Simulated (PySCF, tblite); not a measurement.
# Cl₄F₂H₆N₂Si₂Ti, an adsorbate on a surface model (Si site with back bonds N[SiH3], F, F): infrared bands, NMR shifts and interaction energy, part 3 of 3

tblite 0.8.0 and PySCF 2.14.0. Atoms count from 0, parts from 1.

## 7. Interaction energy: revPBE-D3(BJ)/6-31G

Job settings and geometry (Å):

```
{"job": {"kind": "inter", "xc": "revPBE", "basis": "6-31G", "disp": "d3bj"}, "charge": 0, "multiplicity": 1, "parts": [{"atoms": "0-11", "charge": 0, "multiplicity": 1}, {"atoms": "12-16", "charge": 0, "multiplicity": 1}]}
Si     0.354529    -0.610394    -1.353967
N     -0.811717     0.415072    -0.588546
Si    -0.550604     1.170980     1.021345
F     -0.221379    -2.059024    -1.696994
F      1.600179    -0.937952    -0.411632
N      0.903324     0.235496    -2.772243
H     -1.765631     0.063292    -0.669743
H      0.866588     1.117094     1.349428
H     -1.187845     2.485961     0.996344
H     -1.286948     0.266613     1.920819
H      0.677697    -0.181273    -3.674090
H      1.868683     0.561432    -2.774792
Cl    -2.027249     0.497660    -3.313997
Ti    -0.680990     1.970874    -2.334909
Cl    -0.088195     2.991959    -4.134557
Cl     0.992768     2.732371    -1.094088
Cl    -2.210916     3.303260    -1.642336
```

Method: revPBE-D3(BJ)/6-31G interaction energy, counterpoise and uncorrected, gas phase.

The program printed:

```text
part 1, own basis, geometry of the cluster
coarse grid: 11264 points
cycle   1  E = -891.3526146835  dE =  7.206e-01  |g| = 1.034e+00  |ddm| = 3.221e+00
cycle   2  E = -890.9289970519  dE =  4.236e-01  |g| = 1.813e+00  |ddm| = 2.593e+00
cycle   3  E = -891.5657549204  dE = -6.368e-01  |g| = 8.266e-02  |ddm| = 1.717e+00
cycle   4  E = -891.5663643232  dE = -6.094e-04  |g| = 7.513e-02  |ddm| = 1.706e-01
cycle   5  E = -891.5676181844  dE = -1.254e-03  |g| = 9.422e-03  |ddm| = 6.855e-02
cycle   6  E = -891.5676403874  dE = -2.220e-05  |g| = 4.060e-03  |ddm| = 1.539e-02
cycle   7  E = -891.5676439878  dE = -3.600e-06  |g| = 1.071e-03  |ddm| = 4.555e-03
final grid: 101280 points
cycle   8  E = -891.5100985971  dE =  2.455e-07  |g| = 1.305e-02  |ddm| = 2.077e-02
cycle   9  E = -891.5099789350  dE =  1.197e-04  |g| = 2.659e-02  |ddm| = 3.349e-02
cycle  10  E = -891.5101352584  dE = -1.563e-04  |g| = 1.999e-03  |ddm| = 2.370e-02
cycle  11  E = -891.5101359877  dE = -7.293e-07  |g| = 2.785e-04  |ddm| = 1.761e-03
cycle  12  E = -891.5101360071  dE = -1.944e-08  |g| = 9.923e-05  |ddm| = 4.420e-04
cycle  13  E = -891.5101360093  dE = -2.141e-09  |g| = 2.609e-05  |ddm| = 1.120e-04
cycle  14  E = -891.5101360094  dE = -1.578e-10  |g| = 2.856e-06  |ddm| = 3.287e-05
converged SCF energy = -891.5101360094

part 2, own basis, geometry of the cluster
coarse grid: 32720 points
cycle   1  E = -2689.6815827699  dE =  5.322e-01  |g| = 7.799e-01  |ddm| = 2.815e+00
cycle   2  E = -2672.2034740516  dE =  1.748e+01  |g| = 7.922e+00  |ddm| = 5.733e+00
cycle   3  E = -2684.8534702540  dE = -1.265e+01  |g| = 5.364e+00  |ddm| = 4.477e+00
cycle   4  E = -2687.4704205355  dE = -2.617e+00  |g| = 3.726e+00  |ddm| = 1.546e+00
cycle   5  E = -2688.3238740222  dE = -8.535e-01  |g| = 2.928e+00  |ddm| = 1.300e+00
cycle   6  E = -2689.8237214002  dE = -1.500e+00  |g| = 5.236e-01  |ddm| = 1.369e+00
cycle   7  E = -2689.8817363473  dE = -5.801e-02  |g| = 1.814e-01  |ddm| = 4.953e-01
cycle   8  E = -2689.8917354660  dE = -9.999e-03  |g| = 5.448e-02  |ddm| = 2.255e-01
cycle   9  E = -2689.8926305570  dE = -8.951e-04  |g| = 1.812e-02  |ddm| = 6.799e-02
cycle  10  E = -2689.8926865957  dE = -5.604e-05  |g| = 1.225e-02  |ddm| = 2.417e-02
cycle  11  E = -2689.8927280416  dE = -4.145e-05  |g| = 3.780e-04  |ddm| = 9.809e-03
cycle  12  E = -2689.8927280595  dE = -1.788e-08  |g| = 2.414e-04  |ddm| = 6.623e-04
final grid: 60240 points
cycle  13  E = -2689.8928712550  dE =  1.281e-07  |g| = 6.391e-04  |ddm| = 1.480e-03
cycle  14  E = -2689.8928700050  dE =  1.250e-06  |g| = 1.934e-03  |ddm| = 3.459e-03
cycle  15  E = -2689.8928712288  dE = -1.224e-06  |g| = 8.309e-04  |ddm| = 2.605e-03
cycle  16  E = -2689.8928714195  dE = -1.907e-07  |g| = 1.195e-05  |ddm| = 6.636e-04
cycle  17  E = -2689.8928714195  dE = -4.184e-11  |g| = 3.002e-06  |ddm| = 2.092e-05
converged SCF energy = -2689.8928714195

part 1, own basis, relaxed alone
coarse grid: 11264 points
cycle   1  E = -891.3756606537  dE =  7.834e-01  |g| = 1.035e+00  |ddm| = 3.248e+00
cycle   2  E = -890.9797872699  dE =  3.959e-01  |g| = 1.794e+00  |ddm| = 2.529e+00
cycle   3  E = -891.5855074243  dE = -6.057e-01  |g| = 8.246e-02  |ddm| = 1.664e+00
cycle   4  E = -891.5861802946  dE = -6.729e-04  |g| = 6.652e-02  |ddm| = 1.355e-01
cycle   5  E = -891.5871117803  dE = -9.315e-04  |g| = 7.482e-03  |ddm| = 5.743e-02
cycle   6  E = -891.5871308046  dE = -1.902e-05  |g| = 1.800e-03  |ddm| = 1.421e-02
cycle   7  E = -891.5871313382  dE = -5.337e-07  |g| = 1.014e-03  |ddm| = 2.376e-03
final grid: 101280 points
cycle   8  E = -891.5296714692  dE = -8.182e-06  |g| = 1.102e-02  |ddm| = 1.757e-02
cycle   9  E = -891.5296037782  dE =  6.769e-05  |g| = 2.072e-02  |ddm| = 2.484e-02
cycle  10  E = -891.5296970357  dE = -9.326e-05  |g| = 1.725e-03  |ddm| = 1.727e-02
cycle  11  E = -891.5296975658  dE = -5.301e-07  |g| = 2.340e-04  |ddm| = 1.559e-03
cycle  12  E = -891.5296975789  dE = -1.305e-08  |g| = 6.969e-05  |ddm| = 3.613e-04
cycle  13  E = -891.5296975799  dE = -1.048e-09  |g| = 2.756e-05  |ddm| = 8.852e-05
cycle  14  E = -891.5296975801  dE = -1.719e-10  |g| = 2.263e-06  |ddm| = 2.939e-05
converged SCF energy = -891.5296975801

part 2, own basis, relaxed alone
coarse grid: 32720 points
cycle   1  E = -2689.8072545433  dE =  5.607e-01  |g| = 5.874e-01  |ddm| = 2.857e+00
cycle   2  E = -2681.7875281718  dE =  8.020e+00  |g| = 6.584e+00  |ddm| = 3.611e+00
cycle   3  E = -2689.6129259560  dE = -7.825e+00  |g| = 1.170e+00  |ddm| = 2.523e+00
cycle   4  E = -2689.8930031522  dE = -2.801e-01  |g| = 2.901e-01  |ddm| = 5.685e-01
cycle   5  E = -2689.9131593096  dE = -2.016e-02  |g| = 5.679e-02  |ddm| = 2.474e-01
cycle   6  E = -2689.9140368819  dE = -8.776e-04  |g| = 8.650e-03  |ddm| = 5.262e-02
cycle   7  E = -2689.9140545957  dE = -1.771e-05  |g| = 4.195e-03  |ddm| = 9.603e-03
cycle   8  E = -2689.9140594148  dE = -4.819e-06  |g| = 1.544e-03  |ddm| = 5.349e-03
final grid: 60240 points
cycle   9  E = -2689.9139936761  dE =  2.048e-05  |g| = 8.778e-03  |ddm| = 8.205e-03
cycle  10  E = -2689.9133493179  dE =  6.444e-04  |g| = 4.887e-02  |ddm| = 4.546e-02
cycle  11  E = -2689.9140147928  dE = -6.655e-04  |g| = 3.412e-04  |ddm| = 3.882e-02
cycle  12  E = -2689.9140148168  dE = -2.399e-08  |g| = 1.943e-04  |ddm| = 3.270e-04
cycle  13  E = -2689.9140148261  dE = -9.263e-09  |g| = 7.127e-05  |ddm| = 1.255e-04
cycle  14  E = -2689.9140148275  dE = -1.411e-09  |g| = 8.244e-08  |ddm| = 5.832e-05
cycle  15  E = -2689.9140148275  dE = -9.095e-13  |g| = 2.527e-08  |ddm| = 1.959e-07
converged SCF energy = -2689.9140148275

cluster
final grid: 161520 points
cycle   1  E = -3581.4541328986  dE = -7.610e-02  |g| = 1.563e-01  |ddm| = 1.766e+00
cycle   2  E = -3581.3555617880  dE =  9.857e-02  |g| = 6.771e-01  |ddm| = 7.293e-01
cycle   3  E = -3581.4518380550  dE = -9.628e-02  |g| = 1.933e-01  |ddm| = 6.046e-01
cycle   4  E = -3581.4607624158  dE = -8.924e-03  |g| = 5.653e-02  |ddm| = 2.304e-01
cycle   5  E = -3581.4614873861  dE = -7.250e-04  |g| = 2.040e-02  |ddm| = 6.237e-02
cycle   6  E = -3581.4616157130  dE = -1.283e-04  |g| = 5.756e-03  |ddm| = 2.724e-02
cycle   7  E = -3581.4616247387  dE = -9.026e-06  |g| = 1.534e-03  |ddm| = 6.689e-03
cycle   8  E = -3581.4616254323  dE = -6.936e-07  |g| = 3.594e-04  |ddm| = 2.165e-03
cycle   9  E = -3581.4616254713  dE = -3.901e-08  |g| = 1.690e-04  |ddm| = 6.554e-04
cycle  10  E = -3581.4616254776  dE = -6.366e-09  |g| = 8.421e-05  |ddm| = 1.777e-04
cycle  11  E = -3581.4616254795  dE = -1.844e-09  |g| = 7.331e-06  |ddm| = 7.981e-05
cycle  12  E = -3581.4616254795  dE = -1.910e-11  |g| = 5.277e-06  |ddm| = 1.479e-05
converged SCF energy = -3581.4616254795

part 1 in the basis of the cluster
final grid: 161520 points
cycle   1  E = -891.5220874043  dE = -1.196e-02  |g| = 1.967e-02  |ddm| = 7.878e-01
cycle   2  E = -891.5219762239  dE =  1.112e-04  |g| = 3.310e-02  |ddm| = 5.300e-02
cycle   3  E = -891.5221736847  dE = -1.975e-04  |g| = 1.446e-03  |ddm| = 2.732e-02
cycle   4  E = -891.5221739754  dE = -2.907e-07  |g| = 1.318e-03  |ddm| = 3.711e-03
cycle   5  E = -891.5221743466  dE = -3.712e-07  |g| = 3.724e-04  |ddm| = 1.538e-03
cycle   6  E = -891.5221743814  dE = -3.480e-08  |g| = 5.592e-05  |ddm| = 4.893e-04
cycle   7  E = -891.5221743822  dE = -7.994e-10  |g| = 3.489e-05  |ddm| = 1.130e-04
cycle   8  E = -891.5221743824  dE = -2.522e-10  |g| = 2.660e-06  |ddm| = 3.305e-05
converged SCF energy = -891.5221743824

part 2 in the basis of the cluster
final grid: 161520 points
cycle   1  E = -2689.9008785862  dE = -8.020e-03  |g| = 2.297e-02  |ddm| = 6.643e-01
cycle   2  E = -2689.8953734987  dE =  5.505e-03  |g| = 1.434e-01  |ddm| = 1.470e-01
cycle   3  E = -2689.9010336131  dE = -5.660e-03  |g| = 3.485e-03  |ddm| = 1.170e-01
cycle   4  E = -2689.9010367869  dE = -3.174e-06  |g| = 1.460e-03  |ddm| = 8.305e-03
cycle   5  E = -2689.9010374187  dE = -6.318e-07  |g| = 7.572e-04  |ddm| = 3.165e-03
cycle   6  E = -2689.9010376130  dE = -1.943e-07  |g| = 2.062e-04  |ddm| = 1.054e-03
cycle   7  E = -2689.9010376247  dE = -1.173e-08  |g| = 1.469e-05  |ddm| = 2.145e-04
cycle   8  E = -2689.9010376247  dE = -2.001e-11  |g| = 1.209e-05  |ddm| = 2.946e-05
converged SCF energy = -2689.9010376247

Interaction energy (kcal/mol)
  counterpoise      -44.525
  uncorrected       -57.218
  dispersion part   -20.420
  deformation        25.524
  binding           -19.001

Decomposition of the uncorrected value (kcal/mol)
  electrostatic    -106.054
  Pauli             121.710
  orbital           -52.453
  dispersion        -20.420

Charge of each part in the cluster: 0.214 -0.214
```

It took 2.9 min on 1 thread of Intel Xeon at 2.50GHz, shared host; peak memory 0.79 GiB.

In short: -44.53 kcal/mol with counterpoise, basis-set superposition error 12.69.

The parts are deformed by 25.52 kcal/mol, far from their own shapes, so the interaction energy overstates the binding by that much, and the relaxed parts may be other isomers.

## 8. Comparing the runs

Energies in kcal/mol, with wall time:

```tsv
run	counterpoise	BSSE	electrostatic	Pauli	orbital	dispersion	time
PBE0-D3(BJ)/def2-SVPD	-42.76	7.42	-92.83	112.1	-60.37	-9.09	7 min
HF/6-31G*	-28.97	11.78	-109.3	121.9	-53.36	–	60 s
revPBE-D3(BJ)/6-31G	-44.53	12.69	-106.1	121.7	-52.45	-20.42	2.9 min
```

## 9. Summary of results

What follows sums up all 3 parts.

| quantity | value |
| --- | --- |
| binding energy (GFN2-xTB) | -45.12 kcal/mol |
| strongest single infrared mode (GFN2-xTB) | 2206 cm⁻¹ |
| $^{1}$H shifts against TMS (PBE0/pcSseg-1) | 5.28, 5.14, 4.67, 2.52, 2.36, 2.04 ppm |
| $^{29}$Si shifts against TMS (PBE0/pcSseg-1) | -47.8, -59.7 ppm |
| $^{15}$N shifts against NH3 (PBE0/pcSseg-1) | 56.3, 47.4 ppm |
| $^{19}$F shifts against CFCl3 (PBE0/pcSseg-1) | -136.7, -139.3 ppm |
| $^{35}$Cl shifts against HCl (PBE0/pcSseg-1) | 963, 956, 643, 616 ppm |
| shieldings of Ti (PBE0/pcSseg-1) | Ti13 -650.1 ppm |
| largest proton shift on binding | H11, +1.59 ppm |
| interaction energy, counterpoise (PBE0-D3(BJ)/def2-SVPD) | -42.76 kcal/mol |
| superposition error | 7.42 kcal/mol |
| binding energy (with deformation) | -13.29 kcal/mol |
| ΔG of binding, 298 K, 1 atm (xTB thermal terms) | +0.9 kcal/mol |
| range of the interaction energy over the runs of this table | -44.53 to -28.97 kcal/mol |

In words: On relaxing, metal atoms bound new neighbours (N1–Ti13, N5–Ti13). At its xTB geometry the search ends with the contact N1···Ti13 (bond, 2.34 Å); 4 starts can't prove it the lowest minimum. Further contacts there: N5···Ti13 (bond, 2.39 Å), Si2···Cl15 (tetrel bond, 3.05 Å). No mode is imaginary at GFN2-xTB; the softest lies at 32 cm⁻¹. At PBE0/pcSseg-1: Shielding is most anisotropic at Cl16 (span 1326 ppm, paramagnetic term -1161 ppm). On binding (GIAO PBE0/pcSseg-1 NMR shielding, non-relativistic, gas phase), H11 moves most among the protons, 1.59 ppm downfield. The parts are deformed by 29.46 kcal/mol, far from their own shapes, so the interaction energy overstates the binding by that much, and the relaxed parts may be other isomers. With harmonic xTB thermal terms the free energy of binding in the gas phase is about +0.9 kcal/mol; soft modes make that rough. The geometry is that of tight binding, not a minimum at this level, so the binding values are rough. Tight binding gave -45.12 kcal/mol, far from this level. The interaction energy runs from -44.53 (revPBE-D3(BJ)/6-31G) to -28.97 kcal/mol (HF/6-31G*). Some runs hold a dispersion term and some don't. Tight-binding geometries are rough for metal atoms; that holds for every run here that uses one unrelaxed. A capped cluster stands for the solid here, so long-range fields and strain are missing, and bands or shifts of the capping hydrogens have no counterpart in it.
